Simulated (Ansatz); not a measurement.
# BH₆NOSiZn: a ladder of functionals and wavefunction methods

The task here is to estimate one member of a computed series from the others.

Program: Ansatz 0.2.0, Gaussian basis. Level of theory: functionals in def2-TZVPP, the program's frozen cores in correlated methods. These are calculated values, not measurements.

Levels to be run: LDA (SPW92), PBE-D4, revPBE-D4, BLYP-D4, r2SCAN-D4, B97M-V, PBE0-D4, B3LYP-D4, r2SCANh-D4, r2SCAN0-D4, HSE06-D4, BHLYP-D4, CAM-B3LYP-D4, LC-ωPBE, ωB97X-V, ωB97M-V, B2PLYP, PBE-QIDH; CCSD(T)/def2-SVP; CCSD(T)/def2-TZVPP; MP2/def2-QZVPP; extrapolation to the limit; RPA on PBE.

## Structure used throughout

An earlier PBE0-D4 in a triple-zeta def2 set relaxation fixed the geometry.

SMILES `NB([SiH3])[O][ZnH]`, 11 atoms, charge 0, spin multiplicity 1.

Atoms are counted from 1 here; the program's logs count them from 0.

Bond lengths: N1–B2 1.544 Å, N1–H6 1.015 Å, N1–H7 1.015 Å, B2–Si3 2.034 Å, B2–O4 1.311 Å, Si3–H8 1.486 Å, Si3–H9 1.494 Å, Si3–H10 1.494 Å, O4–Zn5 1.930 Å, Zn5–H11 1.534 Å. Angles: B2–N1–H6 114.1°, B2–N1–H7 113.8°, H6–N1–H7 105.7°, N1–B2–Si3 121.9°, N1–B2–O4 112.0°, Si3–B2–O4 126.1°, B2–Si3–H8 113.4°, B2–Si3–H9 110.3°, B2–Si3–H10 110.3°, H8–Si3–H9 108.3°, H8–Si3–H10 108.3°, H9–Si3–H10 106.0°, B2–O4–Zn5 97.0°, O4–Zn5–H11 153.4°.

Set-up of the first run:

Input file in.yaml:

```yaml
crystal:
  periodic: [false, false, false]
  atoms:
    - {symbol: N, position_ang: [-0.580963, 1.030540, -0.478712]}
    - {symbol: B, position_ang: [-0.015388, -0.352686, -0.091675]}
    - {symbol: Si, position_ang: [1.279859, -0.589446, 1.458250]}
    - {symbol: O, position_ang: [-0.469595, -1.303441, -0.871292]}
    - {symbol: Zn, position_ang: [-1.558540, -0.179567, -2.001131]}
    - {symbol: H, position_ang: [0.127919, 1.712591, -0.729966]}
    - {symbol: H, position_ang: [-1.134607, 1.466098, 0.252669]}
    - {symbol: H, position_ang: [1.706003, -1.998599, 1.661132]}
    - {symbol: H, position_ang: [0.663926, -0.098358, 2.727453]}
    - {symbol: H, position_ang: [2.501180, 0.243507, 1.243627]}
    - {symbol: H, position_ang: [-2.519794, 0.069351, -3.170344]}
basis:
  gaussian: {orbitals: def2-TZVPP}
hamiltonian: {xc: lda}
output: {orbitals: {seedname: orbitals}}
```

Among the steps run: LDA; PBE-D4 (GGA); revPBE-D4 (GGA); BLYP-D4 (GGA); r2SCAN-D4 (meta-GGA); B97M-V (meta-GGA); PBE0-D4 (hybrid); B3LYP-D4 (hybrid); r2SCANh-D4 (hybrid); r2SCAN0-D4 (hybrid); HSE06-D4 (hybrid); BHLYP-D4 (hybrid); CAM-B3LYP-D4 (range-separated); LC-ωPBE (range-separated); ωB97X-V (range-separated); ωB97M-V (range-separated); B2PLYP (double hybrid); PBE-QIDH (double hybrid).

One table of the session follows, with a row left open; its other results are not shown here.

It belongs to the step «Frontier levels by functional». 

```
  functional  HOMO (eV)  gap (eV)
 LDA (SPW92)      -6.35      4.58
      PBE-D4          ?         ?
   revPBE-D4      -6.15      4.70
     BLYP-D4      -6.09      4.71
   r2SCAN-D4      -6.43      5.16
      B97M-V      -6.56      5.19
     PBE0-D4      -7.40      6.82
    B3LYP-D4      -7.21      6.43
  r2SCANh-D4      -6.88      5.96
  r2SCAN0-D4      -7.56      7.14
    HSE06-D4      -7.00      6.05
    BHLYP-D4      -8.54      8.84
CAM-B3LYP-D4      -8.74      9.14
     LC-ωPBE     -10.04     11.54
     ωB97X-V      -9.70     11.08
     ωB97M-V      -9.54     10.54
```

Q: Estimate the row for PBE-D4 from the others.

**Answer.** HOMO (eV): -6.21; gap (eV): 4.66. In the column «HOMO (eV)» it lies between LDA (SPW92) (-6.35) and revPBE-D4 (-6.15).
